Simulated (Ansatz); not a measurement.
Write a Python script for the Ansatz DFT code, driven from Python that makes a geometry optimisation of C2H4AlClF2, SMILES [CH3][Al]([Cl])[CH](F)F. Settings: r2SCAN, 6-31G* basis, multiplicity 1, D3BJ dispersion.

```yaml
atoms:
  - { symbol: C, position_ang: [-0.9549, -1.1553, 0.9269] }
  - { symbol: Al, position_ang: [0.6326, -0.2961, 0.1366] }
  - { symbol: Cl, position_ang: [2.5868, -1.1675, 0.5516] }
  - { symbol: C, position_ang: [0.5607, 1.3249, -1.0300] }
  - { symbol: F, position_ang: [-0.2917, 1.0069, -2.1438] }
  - { symbol: F, position_ang: [-0.0974, 2.3599, -0.3158] }
  - { symbol: H, position_ang: [-1.4945, -0.3611, 1.5549] }
  - { symbol: H, position_ang: [-1.6404, -1.4144, 0.0893] }
  - { symbol: H, position_ang: [-0.7180, -1.9726, 1.5723] }
  - { symbol: H, position_ang: [1.5000, 1.6241, -1.3390] }
```

`opt_c2h4alclf2.py`:
```python
"""Geometry optimisation of C2H4AlClF2."""

import itertools
import warnings

import ansatz as az
from ase.data import atomic_numbers, covalent_radii
import numpy as np

BASIS = "6-31G*"
FUNCTIONAL = "r2scan"
DISPERSION = "d3bj"

GEOMETRY = """
C    -0.95490   -1.15530    0.92690
Al    0.63260   -0.29610    0.13660
Cl    2.58680   -1.16750    0.55160
C     0.56070    1.32490   -1.03000
F    -0.29170    1.00690   -2.14380
F    -0.09740    2.35990   -0.31580
H    -1.49450   -0.36110    1.55490
H    -1.64040   -1.41440    0.08930
H    -0.71800   -1.97260    1.57230
H     1.50000    1.62410   -1.33900
"""

warnings.simplefilter("ignore", az.DeckWarning)

c2h4alclf2 = az.Crystal.molecule()
for line in GEOMETRY.strip().splitlines():
    symbol, *xyz = line.split()
    c2h4alclf2 = c2h4alclf2.atom(symbol, [float(v) for v in xyz])

base = (
    c2h4alclf2.calculation()
    .basis(gaussian=BASIS)
    .functional(FUNCTIONAL, dispersion=DISPERSION)
)
symbols = [site.symbol for site in c2h4alclf2.cartesian_sites]
start = np.array([site.position_ang for site in c2h4alclf2.cartesian_sites], dtype=float)
def progress(event):
    if event["event"] == "relax_step":
        row = event["data"]
        print(f"step {row['step']:3d}  E = {row['lagrangian_ev']:.6f} eV  largest force component {row['allowed_force_max_ev_ang']:.4f} eV/A")


rep = base.relax(force_tolerance=0.01).session().plan().execute(on_event=progress).report
end = np.array(rep["positions_ang"])

print(f"E = {rep['free_energy_ev']:.6f} eV = {rep['free_energy_ev'] / 27.211386246:.7f} Ha")
print("converged:", rep["converged"], " doubts:", rep["published_state_doubts"] or "none")

# pairs closer than 1.2 times the sum of covalent radii, before or after
radius = [covalent_radii[atomic_numbers[s]] for s in symbols]
span = lambda where, i, j: np.linalg.norm(where[i] - where[j])
bonded = [(i, j) for i, j in itertools.combinations(range(len(symbols)), 2) if min(span(start, i, j), span(end, i, j)) < 1.2 * (radius[i] + radius[j])]
print("pair        before    after (A)")
for i, j in bonded:
    print(f"{symbols[i]}{i}-{symbols[j]}{j}".ljust(10), f"{span(start, i, j):8.4f} {span(end, i, j):8.4f}")
```

```console
$ python opt_c2h4alclf2.py
step   1  E = -26687.835168 eV  largest force component 3.5736 eV/A
step   2  E = -26688.150920 eV  largest force component 0.8697 eV/A
step   3  E = -26688.174436 eV  largest force component 0.1223 eV/A
step   4  E = -26688.175355 eV  largest force component 0.0372 eV/A
step   5  E = -26688.175495 eV  largest force component 0.0186 eV/A
step   6  E = -26688.175535 eV  largest force component 0.0079 eV/A
E = -26688.175547 eV = -980.7723615 Ha
converged: True  doubts: none
pair        before    after (A)
C0-Al1       1.9705   1.9396
C0-H6        1.1473   1.0984
C0-H7        1.1129   1.0985
C0-H8        1.0680   1.0957
Al1-Cl2      2.1796   2.1137
Al1-C3       1.9984   2.0014
C3-F4        1.4381   1.3934
C3-F5        1.4193   1.3907
C3-H9        1.0331   1.0985
```

What to keep in mind:
- Total energies depend on the basis set; only differences at equal settings carry meaning.
- The end point is the stationary point reached from this start; no frequency run checks that it is a minimum, and the basis set is modest.
- A dispersion term here runs with damping parameters fitted for another variant or functional.
- The script silences the warnings on its input, which a real study should read.
- Finished in 61 s on 1 thread of Arm Neoverse V1, on a shared host, peak memory 0.25 GiB.
